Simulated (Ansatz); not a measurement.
**Nudged elastic band run: Sn$_{8}$Ru$_{4}$C**

The input (input.yaml):

```yaml
crystal:
  lattice:
    - [6.389, 0.0, 0.0]
    - [0.0, 6.389, 0.0]
    - [0.0, 0.0, 5.693]
  atoms:
    - { symbol: Sn, position: [0.11725418, 0.61666839, -0.08017684] }
    - { symbol: Sn, position: [0.32867042, 0.16128898, 0.01194891] }
    - { symbol: Sn, position: [0.36455691, 0.86397345, 0.59586113] }
    - { symbol: Sn, position: [0.15316722, 0.31940164, 0.50349171] }
    - { symbol: Ru, position: [0.03681569, -0.05538956, 0.25782318] }
    - { symbol: Ru, position: [-0.0168952, -0.00193614, 0.75777806] }
    - { symbol: Sn, position: [0.6689316, 0.1683566, 0.50056014] }
    - { symbol: Sn, position: [0.81998203, 0.65257865, 0.50350611] }
    - { symbol: Sn, position: [0.8128123, 0.3122409, 0.01488431] }
    - { symbol: Sn, position: [0.66187469, 0.82809134, 0.01196003] }
    - { symbol: Ru, position: [0.49864357, 0.48252544, 0.75777485] }
    - { symbol: Ru, position: [0.44523794, 0.53619573, 0.25781687] }
    - { symbol: C, position: [0.24098485, 0.7403578, 0.25762525] }
basis:
  ecutwfc: 420.0
kpoints:
  mp_grid: { grid: [3, 3, 4] }
hamiltonian:
  xc: pbesol
scf:
  occupations: { method: gaussian, width: 0.05 }
  lower_state_search: "off"
neb:
  images: 5
  f_tol: 0.05
  initial_path: idpp
  max_iterations: 60
  optimiser: lbfgs
  final_atoms:
    - { symbol: Sn, position: [0.14314577, 0.6899876, 0.00412837] }
    - { symbol: Sn, position: [0.35465243, 0.14539037, -0.08790053] }
    - { symbol: Sn, position: [0.31852283, 0.8483566, 0.49606088] }
    - { symbol: Sn, position: [0.1070069, 0.39299306, 0.58806418] }
    - { symbol: Ru, position: [0.02671254, 0.06491724, 0.25006833] }
    - { symbol: Ru, position: [-0.026918, 0.01149407, 0.75009574] }
    - { symbol: Sn, position: [0.65167152, 0.18149379, 0.49605628] }
    - { symbol: Sn, position: [0.80254204, 0.69748049, 0.49291524] }
    - { symbol: Sn, position: [0.81002584, 0.35684522, 0.0041345] }
    - { symbol: Sn, position: [0.65913347, 0.84089667, 0.00725721] }
    - { symbol: Ru, position: [0.48851629, 0.52694926, 0.75007268] }
    - { symbol: Ru, position: [0.43504466, 0.47327091, 0.25005536] }
    - { symbol: C, position: [0.23082801, 0.26913435, 0.25013663] }
  order_check: true
```

Launched with:

```bash
$ ansatz run input.yaml --threads 4 --pin off --max-ram 10240MiB --backend cpu --events-out ev --progress --plain --runs-dir out
```

Output, in part (warnings, iteration lines):

```
NEB end point (image 0): max|allowed force component| = 1.079e-2 eV/Å (the criterion of neb.relax_end_points is 1.000e-2)
NEB end point (image 6): max|allowed force component| = 2.327e-3 eV/Å (the criterion of neb.relax_end_points is 1.000e-2)
NEB iter   1: max|band force component| = 4.809e0 eV/Å  barrier→ = 2.7260 eV  barrier← = 2.7260 eV  Δτ_max = 0.0697 Å  (48 SCF iters)
NEB iter   2: max|band force component| = 2.058e0 eV/Å  barrier→ = 2.1619 eV  barrier← = 2.1620 eV  Δτ_max = 0.0949 Å  (34 SCF iters)
NEB iter   3: max|band force component| = 1.189e0 eV/Å  barrier→ = 1.6388 eV  barrier← = 1.6389 eV  Δτ_max = 0.1313 Å  (36 SCF iters)
NEB iter   4: max|band force component| = 1.040e0 eV/Å  barrier→ = 1.3862 eV  barrier← = 1.3863 eV  Δτ_max = 0.0839 Å  (38 SCF iters)
NEB iter   5: max|band force component| = 6.173e-1 eV/Å  barrier→ = 1.2386 eV  barrier← = 1.2387 eV  Δτ_max = 0.0679 Å  (34 SCF iters)
NEB iter   6: max|band force component| = 4.468e-1 eV/Å  barrier→ = 1.1807 eV  barrier← = 1.1807 eV  CI = image 3  Δτ_max = 0.0064 Å  (35 SCF iters)
NEB iter   7: max|band force component| = 3.585e-1 eV/Å  barrier→ = 1.1719 eV  barrier← = 1.1720 eV  CI = image 3  Δτ_max = 0.0353 Å  (30 SCF iters)
NEB iter   8: max|band force component| = 3.718e-1 eV/Å  barrier→ = 1.1380 eV  barrier← = 1.1381 eV  CI = image 3  Δτ_max = 0.0053 Å  (32 SCF iters)
NEB iter   9: max|band force component| = 3.291e-1 eV/Å  barrier→ = 1.1346 eV  barrier← = 1.1347 eV  CI = image 3  Δτ_max = 0.0625 Å  (30 SCF iters)
NEB iter  10: max|band force component| = 3.421e-1 eV/Å  barrier→ = 1.1041 eV  barrier← = 1.1041 eV  CI = image 3  Δτ_max = 0.0049 Å  (31 SCF iters)
NEB iter  11: max|band force component| = 2.575e-1 eV/Å  barrier→ = 1.1013 eV  barrier← = 1.1013 eV  CI = image 3  Δτ_max = 0.0238 Å  (30 SCF iters)
NEB iter  12: max|band force component| = 2.247e-1 eV/Å  barrier→ = 1.0910 eV  barrier← = 1.0911 eV  CI = image 3  Δτ_max = 0.0207 Å  (30 SCF iters)
NEB iter  13: max|band force component| = 2.739e-1 eV/Å  barrier→ = 1.0842 eV  barrier← = 1.0843 eV  CI = image 3  Δτ_max = 0.0039 Å  (30 SCF iters)
NEB iter  14: max|band force component| = 2.062e-1 eV/Å  barrier→ = 1.0827 eV  barrier← = 1.0827 eV  CI = image 3  Δτ_max = 0.0166 Å  (30 SCF iters)
NEB iter  15: max|band force component| = 1.232e-1 eV/Å  barrier→ = 1.0789 eV  barrier← = 1.0789 eV  CI = image 3  Δτ_max = 0.0117 Å  (30 SCF iters)
NEB iter  16: max|band force component| = 1.466e-1 eV/Å  barrier→ = 1.0766 eV  barrier← = 1.0767 eV  CI = image 3  Δτ_max = 0.0021 Å  (30 SCF iters)
NEB iter  17: max|band force component| = 1.027e-1 eV/Å  barrier→ = 1.0761 eV  barrier← = 1.0762 eV  CI = image 3  Δτ_max = 0.0092 Å  (30 SCF iters)
NEB iter  18: max|band force component| = 1.024e-1 eV/Å  barrier→ = 1.0745 eV  barrier← = 1.0746 eV  CI = image 3  Δτ_max = 0.0104 Å  (30 SCF iters)
NEB iter  19: max|band force component| = 1.327e-1 eV/Å  barrier→ = 1.0735 eV  barrier← = 1.0736 eV  CI = image 3  Δτ_max = 0.0019 Å  (30 SCF iters)
NEB iter  20: max|band force component| = 9.201e-2 eV/Å  barrier→ = 1.0731 eV  barrier← = 1.0732 eV  CI = image 3  Δτ_max = 0.0067 Å  (30 SCF iters)
NEB iter  21: max|band force component| = 4.924e-2 eV/Å  barrier→ = 1.0725 eV  barrier← = 1.0726 eV  CI = image 3  Δτ_max = 0.0190 Å  (30 SCF iters)
NEB iter  22: max|band force component| = 7.737e-2 eV/Å  barrier→ = 1.0714 eV  barrier← = 1.0715 eV  CI = image 3  Δτ_max = 0.0348 Å  (6 SCF iters)
NEB iter  23: max|band force component| = 1.787e-2 eV/Å  barrier→ = 1.0714 eV  barrier← = 1.0714 eV  CI = image 3  Δτ_max = 0.0000 Å  (308 SCF iters)
```

The run converged. The band force fell under the threshold earlier too, but the program's further tests of the path sent the band on. By the program's own check the climbing image is a first-order saddle point (lowest curvatures found: -1.23 and 0.86 eV/Å²). Limits of this set-up: coarse k mesh, a small cell, in which the defect meets its images, a typed lattice constant that wasn't relaxed here.

Final band (atoms are numbered from 1 in the order of the input):

```json
{"image": "0", "path coordinate (Å)": "0.00", "energy (eV)": "0.00", "Sn1–C13 (Å)": "2.22", "Sn3–C13 (Å)": "2.23", "Sn2–C13 (Å)": "3.08"}
{"image": "1", "path coordinate (Å)": "0.75", "energy (eV)": "0.55", "Sn1–C13 (Å)": "2.14", "Sn3–C13 (Å)": "2.23", "Sn2–C13 (Å)": "3.66"}
{"image": "2", "path coordinate (Å)": "1.51", "energy (eV)": "0.87", "Sn1–C13 (Å)": "2.11", "Sn3–C13 (Å)": "2.21", "Sn2–C13 (Å)": "3.25"}
{"image": "3", "path coordinate (Å)": "2.26", "energy (eV)": "1.07", "Sn1–C13 (Å)": "2.15", "Sn3–C13 (Å)": "2.60", "Sn2–C13 (Å)": "2.60"}
{"image": "4", "path coordinate (Å)": "3.02", "energy (eV)": "0.88", "Sn1–C13 (Å)": "2.19", "Sn3–C13 (Å)": "3.25", "Sn2–C13 (Å)": "2.21"}
{"image": "5", "path coordinate (Å)": "3.77", "energy (eV)": "0.55", "Sn1–C13 (Å)": "2.49", "Sn3–C13 (Å)": "3.66", "Sn2–C13 (Å)": "2.23"}
{"image": "6", "path coordinate (Å)": "4.53", "energy (eV)": "0.00", "Sn1–C13 (Å)": "3.08", "Sn3–C13 (Å)": "3.08", "Sn2–C13 (Å)": "2.23"}
```

Run time: 44 min on 4 threads of Arm Neoverse V1 (shared host), peak memory 2.9 GiB.
